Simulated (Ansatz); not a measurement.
**ClFMoO2: one species, many methods**

One table from this session's results is given with a row withheld; the runs are named, their logs left out.

The runs use Ansatz 0.2.0, Gaussian basis; functionals in def2-TZVPP, the program's frozen cores in correlated methods.

The runs, in order: LDA (SPW92), PBE-D4, revPBE-D4, BLYP-D4, r2SCAN-D4, B97M-V, PBE0-D4, B3LYP-D4, r2SCANh-D4, r2SCAN0-D4, HSE06-D4, BHLYP-D4, CAM-B3LYP-D4, LC-ωPBE, ωB97X-V, ωB97M-V, B2PLYP, PBE-QIDH; CCSD(T)/def2-SVP; CCSD(T)/def2-TZVPP; CCSD(T)/def2-QZVPP; extrapolation to the limit; RPA on PBE.

## The relaxed structure

An earlier PBE0-D4 in a triple-zeta def2 set relaxation fixed the geometry. Mo takes the def2 core potential; no spin-orbit term is included.

SMILES `[O]=[Mo](=[O])([F])[Cl]`, 5 atoms, charge 0, spin multiplicity 1.

Atoms are counted from 1 here; the program's logs count them from 0.

Bond lengths: O1–Mo2 1.663 Å, Mo2–O3 1.663 Å, Mo2–F4 1.836 Å, Mo2–Cl5 2.242 Å. Angles: O1–Mo2–O3 106.6°, O1–Mo2–F4 110.1°, O1–Mo2–Cl5 109.2°, O3–Mo2–F4 110.1°, O3–Mo2–Cl5 109.2°, F4–Mo2–Cl5 111.5°.

The first run:

in.yaml

```yaml
crystal:
  periodic: [false, false, false]
  atoms:
    - {symbol: O, position_ang: [-0.550499, -0.162399, 1.591086]}
    - {symbol: Mo, position_ang: [0.006268, -0.103759, 0.025437]}
    - {symbol: O, position_ang: [1.496361, -0.841528, 0.023675]}
    - {symbol: F, position_ang: [-1.144242, -1.004011, -1.086958]}
    - {symbol: Cl, position_ang: [0.242013, 2.037996, -0.594639]}
basis:
  gaussian: {orbitals: def2-TZVPP}
hamiltonian: {xc: lda}
output: {orbitals: {seedname: orbitals}}
```

Started as:

```
ansatz run in.yaml --threads 2 --pin off --events-out ev --progress --plain --max-ram 32768MiB --backend cpu
```

Steps of the session up to this table: LDA; PBE-D4 (GGA); revPBE-D4 (GGA); BLYP-D4 (GGA); r2SCAN-D4 (meta-GGA); B97M-V (meta-GGA); PBE0-D4 (hybrid); B3LYP-D4 (hybrid); r2SCANh-D4 (hybrid); r2SCAN0-D4 (hybrid); HSE06-D4 (hybrid); BHLYP-D4 (hybrid); CAM-B3LYP-D4 (range-separated); LC-ωPBE (range-separated); ωB97X-V (range-separated); ωB97M-V (range-separated); B2PLYP (double hybrid); PBE-QIDH (double hybrid).

One of the session's tables, all rows but one given; the rest of the session is left out.

It belongs to the step «Frontier levels by functional». 

```
  functional  HOMO (eV)  LUMO (eV)  gap (eV)
 LDA (SPW92)      -8.59      -4.44      4.14
      PBE-D4      -8.35      -4.17      4.18
   revPBE-D4      -8.27      -4.07      4.20
     BLYP-D4      -8.24      -4.09      4.15
   r2SCAN-D4      -8.76      -4.19      4.57
      B97M-V      -8.83      -4.16      4.67
     PBE0-D4     -10.00      -3.51      6.50
    B3LYP-D4      -9.73      -3.74      5.99
  r2SCANh-D4      -9.37      -3.93      5.45
  r2SCAN0-D4     -10.29      -3.52      6.77
    HSE06-D4      -9.59      -3.88      5.71
    BHLYP-D4     -11.48      -2.70      8.77
CAM-B3LYP-D4     -11.43      -2.47      8.96
     LC-ωPBE     -12.76      -1.28     11.49
     ωB97X-V     -12.41      -1.34     11.06
     ωB97M-V          ?          ?         ?
```

**Question.** Estimate the row for ωB97M-V.

The run gave: HOMO (eV): -12.30; LUMO (eV): -1.36; gap (eV): 10.94. In the column «HOMO (eV)» it lies between ωB97X-V (-12.41) and BHLYP-D4 (-11.48).
